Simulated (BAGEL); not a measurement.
# BHSeCl2 (SMILES ClB(Cl)[SeH]): HF/6-31G(d) (density fitting with qzvpp-jkfit, spherical functions)

Aim: the energy change on altering one bond length of BHSeCl2 at HF/6-31G* (density fitting with qzvpp-jkfit, spherical functions), from 2 runs. 

The calculation is run with BAGEL 1.2.2.

3 further runs of the same task are left out: 1 that didn't finish, 2 set aside as unsound or not needed. Runs told in other sessions of the task aren't counted.

## Step 1: The structure to begin with

BHSeCl2: 5 atoms, total charge 0, spin state singlet. As SMILES, `ClB(Cl)[SeH]`. The shape is that of a PBE0-D4/def2-TZVP optimisation.

Bond lengths: Cl1–B2 1.744 Å, B2–Cl3 1.746 Å, B2–Se4 1.927 Å, Se4–H5 1.468 Å. Angles: Cl1–B2–Cl3 119.8°, Cl1–B2–Se4 122.8°, Cl3–B2–Se4 117.4°, B2–Se4–H5 95.0°.

## Step 2: The energy at HF/6-31G(d) (density fitting with qzvpp-jkfit, spherical functions)

The input, job.json:

```json
{ "bagel" : [

{
  "title" : "molecule",
  "basis" : "6-31gs.json",
  "df_basis" : "qzvpp-jkfit",
  "angstrom" : true,
  "geometry" : [
    { "atom" : "Cl", "xyz" : [       0.365300,       0.131400,       1.782000 ] },
    { "atom" : "B", "xyz" : [       0.312300,      -0.421300,       0.129200 ] },
    { "atom" : "Cl", "xyz" : [       1.157600,      -1.879500,      -0.325000 ] },
    { "atom" : "Se", "xyz" : [      -0.651400,       0.512100,      -1.253700 ] },
    { "atom" : "H", "xyz" : [      -1.134100,       1.583700,      -0.373900 ] }
  ]
},

{ "title" : "hf" },

{ "title" : "print", "file" : "orbitals.molden", "orbitals" : true }

]}
```

The basis set 6-31G* is read from a file made from the Basis Set Exchange's data (not shown).

On the command line:

```bash
$ BAGEL_NUM_THREADS=1 BAGEL job.json > job.out
```

The program printed:

```text
* using 1 threads per process

  ===============================================================
  ===============================================================

  *** Geometry ***

  { "atom" : "Cl", "xyz" : [      0.690317,      0.248310,      3.367492 ] },
  { "atom" : "B", "xyz" : [      0.590161,     -0.796142,      0.244153 ] },
  { "atom" : "Cl", "xyz" : [      2.187547,     -3.551740,     -0.614161 ] },
  { "atom" : "Se", "xyz" : [     -1.230968,      0.967729,     -2.369150 ] },
  { "atom" : "H", "xyz" : [     -2.143138,      2.992759,     -0.706569 ] },

  Number of auxiliary basis functions:      615

  Since a DF basis is specified, we compute 2- and 3-index integrals:
    o Being stored without compression. Storage requirement is 0.035 GB

  Number of basis functions:       84
  Number of electrons      :       74

    * METHOD: MOLECULE                             0.44

  *** RHF ***

  === Nuclear Repulsion ===
   359.6938846929

      * DIIS with orbital gradients will be used.

  === RHF iteration (6-31gs.json) ===
      0      -3343.80468493          0.00837432           0.15
      1      -3343.85804084          0.00416901           0.14
      2      -3343.86720151          0.00110295           0.14
      3      -3343.86834892          0.00020961           0.14
      4      -3343.86839540          0.00006556           0.14
      5      -3343.86839954          0.00002083           0.14
      6      -3343.86840011          0.00000672           0.14
      7      -3343.86840018          0.00000182           0.14
      8      -3343.86840019          0.00000054           0.14
      9      -3343.86840019          0.00000022           0.14
     10      -3343.86840019          0.00000006           0.14
     11      -3343.86840019          0.00000002           0.14
     12      -3343.86840019          0.00000001           0.14
    * SCF iteration converged.

    * Permanent dipole moment:
           (    0.266762,    -0.394095,     0.029906) a.u.

    * METHOD: HF                                   2.13

    * METHOD: PRINT                                0.02

  ===============================================================
```

It took 2.7 s on 1 thread of Arm Neoverse V1, shared host; peak memory 0.16 GiB.

## Step 3: The distorted shape, same level

The input, hf.json:

```json
{ "bagel" : [

{
  "title" : "molecule",
  "basis" : "6-31gs.json",
  "df_basis" : "qzvpp-jkfit",
  "angstrom" : true,
  "geometry" : [
    { "atom" : "Cl", "xyz" : [    0.509874,   -0.008628,    1.989462 ] },
    { "atom" : "B", "xyz" : [    0.456874,   -0.561328,    0.336662 ] },
    { "atom" : "Cl", "xyz" : [    1.302174,   -2.019528,   -0.117538 ] },
    { "atom" : "Se", "xyz" : [   -0.651400,    0.512100,   -1.253700 ] },
    { "atom" : "H", "xyz" : [   -1.134100,    1.583700,   -0.373900 ] }
  ]
},
{ "title" : "hf" },
{ "title" : "print", "file" : "orbitals.molden", "orbitals" : true }

]}
```

The basis set 6-31G* is read from a file made from the Basis Set Exchange's data (not shown).

On the command line:

```bash
$ BAGEL_NUM_THREADS=1 BAGEL hf.json > hf.out
```

The program printed:

```text
* using 1 threads per process

  ===============================================================
  ===============================================================

  *** Geometry ***

  { "atom" : "Cl", "xyz" : [      0.963522,     -0.016305,      3.759538 ] },
  { "atom" : "B", "xyz" : [      0.863367,     -1.060756,      0.636199 ] },
  { "atom" : "Cl", "xyz" : [      2.460752,     -3.816355,     -0.222115 ] },
  { "atom" : "Se", "xyz" : [     -1.230968,      0.967729,     -2.369150 ] },
  { "atom" : "H", "xyz" : [     -2.143138,      2.992759,     -0.706569 ] },

  Number of auxiliary basis functions:      615

  Since a DF basis is specified, we compute 2- and 3-index integrals:
    o Being stored without compression. Storage requirement is 0.035 GB

  Number of basis functions:       84
  Number of electrons      :       74

    * METHOD: MOLECULE                             0.44

  *** RHF ***

  === Nuclear Repulsion ===
   338.7651515017

      * DIIS with orbital gradients will be used.

  === RHF iteration (6-31gs.json) ===
      0      -3343.77286144          0.00933428           0.15
      1      -3343.83287075          0.00542225           0.15
      2      -3343.84909404          0.00110764           0.15
      3      -3343.85049262          0.00022760           0.15
      4      -3343.85055851          0.00007606           0.15
      5      -3343.85056527          0.00002757           0.15
      6      -3343.85056673          0.00000997           0.15
      7      -3343.85056698          0.00000319           0.14
      8      -3343.85056700          0.00000110           0.14
      9      -3343.85056701          0.00000045           0.13
     10      -3343.85056701          0.00000012           0.14
     11      -3343.85056701          0.00000004           0.14
     12      -3343.85056701          0.00000001           0.14
     13      -3343.85056701          0.00000000           0.14
    * SCF iteration converged.

    * Permanent dipole moment:
           (    0.076392,    -0.202518,    -0.224575) a.u.

    * METHOD: HF                                   2.33

    * METHOD: PRINT                                0.02

  ===============================================================
```

It took 2.9 s on 1 thread of Arm Neoverse V1, shared host; peak memory 0.16 GiB.

## Step 4: Results

Level: HF/6-31G* (density fitting with qzvpp-jkfit, spherical functions).

| quantity | value |
| --- | --- |
| first shape: total energy | -3343.86840 Eh |
| first shape: dipole moment | 1.21 D |
| first shape: HOMO energy | -10.37 eV |
| first shape: LUMO energy | 2.26 eV |
| first shape: HOMO–LUMO gap | 12.63 eV |
| distorted shape: total energy | -3343.85057 Eh |
| distorted shape: dipole moment | 0.79 D |
| distorted shape: HOMO energy | -9.92 eV |
| distorted shape: LUMO energy | 1.96 eV |
| distorted shape: HOMO–LUMO gap | 11.88 eV |
| energy change with the B2–Se4 bond stretched from 1.927 to 2.216 Å | 0.485 eV |

With the B2–Se4 bond stretched from 1.927 to 2.216 Å the energy rises by 0.49 eV (11.2 kcal/mol). The first shape isn't relaxed at this level, so the change isn't measured from a minimum.
